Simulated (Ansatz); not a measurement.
**ZrI₃F: how energies converge with the basis set**

The task here is to estimate one member of a computed series from the others.

Method: one geometry, several basis sets; program: Ansatz 0.2.0, Gaussian basis.

Plan: PBE0-D4/def2-SVP; ωB97M-V/def2-SVP; PBE0-D4/def2-QZVPP; ωB97M-V/def2-QZVPP; the functionals' def2-TZVPP values are taken from earlier runs.

### Structure used throughout

All runs share one geometry, relaxed beforehand with PBE0-D4 in a triple-zeta def2 set. Zr, I take the def2 core potential; no spin-orbit term is included.

SMILES `[F][Zr]([I])([I])[I]`, 5 atoms, charge 0, spin multiplicity 1.

Atoms are counted from 1 here; the program's logs count them from 0.

Bond lengths: F1–Zr2 1.872 Å, Zr2–I3 2.685 Å, Zr2–I4 2.685 Å, Zr2–I5 2.685 Å. Angles: F1–Zr2–I3 109.3°, F1–Zr2–I4 109.3°, F1–Zr2–I5 109.3°, I3–Zr2–I4 109.7°, I3–Zr2–I5 109.7°, I4–Zr2–I5 109.7°.

Coordinates:

```
atom    x (Å)    y (Å)    z (Å)
  F1  -0.6047  -0.0385   1.9259
 Zr2  -0.0376  -0.0166   0.1415
  I3   2.1275  -1.5833  -0.1195
  I4  -2.0132  -0.9361  -1.4275
  I5   0.5780   2.5007  -0.5617
```

Set-up of the first run:

The input, in.yaml:

```yaml
crystal:
  periodic: [false, false, false]
  atoms:
    - {symbol: F, position_ang: [-0.604708, -0.038531, 1.925922]}
    - {symbol: Zr, position_ang: [-0.037607, -0.016580, 0.141522]}
    - {symbol: I, position_ang: [2.127539, -1.583263, -0.119491]}
    - {symbol: I, position_ang: [-2.013227, -0.936077, -1.427530]}
    - {symbol: I, position_ang: [0.578002, 2.500749, -0.561723]}
basis:
  gaussian: {orbitals: def2-SVP}
hamiltonian: {xc: pbe0, dispersion: d4}
output: {orbitals: {seedname: orbitals}}
```

Started as:

```bash
> ansatz run in.yaml --threads 4 --pin off --events-out ev --progress --plain --max-ram 11315MiB
```

Steps of the session up to this table: PBE0-D4 in def2-SVP; ωB97M-V in def2-SVP; PBE0-D4 in def2-QZVPP; ωB97M-V in def2-QZVPP.

One table of the session follows, with a row left open; its other results are not shown here.

It belongs to the step «Density functionals: the series». 

```
functional       basis  HOMO (eV)  LUMO (eV)
   PBE0-D4    def2-SVP      -7.95      -2.89
   PBE0-D4  def2-TZVPP      -7.93      -2.85
   PBE0-D4  def2-QZVPP      -7.93      -2.84
   ωB97M-V    def2-SVP          ?          ?
   ωB97M-V  def2-TZVPP      -9.92      -1.00
   ωB97M-V  def2-QZVPP      -9.92      -0.98
```

**Question.** Estimate the row for ωB97M-V, def2-SVP.

As computed: HOMO (eV): -9.91; LUMO (eV): -1.02. In the column «HOMO (eV)» it lies between ωB97M-V, def2-QZVPP (-9.92) and PBE0-D4, def2-SVP (-7.95).
